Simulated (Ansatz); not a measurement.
I need a phonon calculation by linear response of NbRh, space group P4/mmm. Use Ansatz 0.2.0, Python API. Settings: PBEsol, PAW, the default cutoff (420 eV here), 12×12×8 k-points, cold smearing of 0.1 eV.

```yaml
crystal:
  lattice:
    - [2.84200, 0.00000, 0.00000]
    - [0.00000, 2.84200, 0.00000]
    - [0.00000, 0.00000, 3.80900]
  atoms:
    - { symbol: Nb, position: [0.00000, 0.00000, 0.00000] }
    - { symbol: Rh, position: [0.50000, 0.50000, 0.50000] }
```

`run_dfpt.py`:
```python
'''Zone-centre and zone-boundary phonons of NbRh by linear response.'''

from pathlib import Path
import warnings

import ansatz as az
import numpy as np


def main() -> None:
    warnings.simplefilter('ignore', az.DeckWarning)

    vectors = np.array([
        [2.842, 0.0, 0.0],
        [0.0, 2.842, 0.0],
        [0.0, 0.0, 3.809],
    ])
    xtal = (
        az.Lattice.of(vectors)
        .atom('Nb', (0.0, 0.0, 0.0))
        .atom('Rh', (0.5, 0.5, 0.5))
    )

    calculation = (
        xtal.calculation()
        .pseudopotentials('paw')
        .functional('pbesol')
        .occupations(az.OccupationsMethod.COLD, width=0.1)
        .kpoints(12, 12, 8)
        .phonons('dfpt', points=[(0, 0, 0), (0.5, 0.5, 0)])
    )
    done = calculation.run(threads=1, runs_dir='runs')
    ph = done.phonons

    for q in ph.qpoints:
        print('q =', np.round(q.q_frac, 3), '1/cm:', ' '.join(f'{w:.1f}' for w in q.omega_inv_cm))


if __name__ == '__main__':
    main()
```

Running `python run_dfpt.py` prints:
```text
q = [0. 0. 0.] 1/cm: -0.0 -0.0 0.0 151.1 151.1 221.5
q = [0.5 0.5 0. ] 1/cm: 94.3 144.2 198.3 198.3 238.7 238.7
```

Caveats:
- The run is spin-unpolarised.
- The cell isn't relaxed first, so the values belong to this volume.
- The starting cell is as deposited in a crystallographic database; the results hold for this polymorph, which needn't be the stable one.
- The structure is taken as given; imaginary modes can come from an unrelaxed or unstable start. Phonons of metals also depend on mesh and smearing.
- Wall time of the script: 27 s on 1 thread of AMD EPYC 9R45 96-Core Processor (Zen 5), with other jobs on the host, peak memory 0.81 GiB.

(Lines on the test bed's own set-up are left out of the output.)
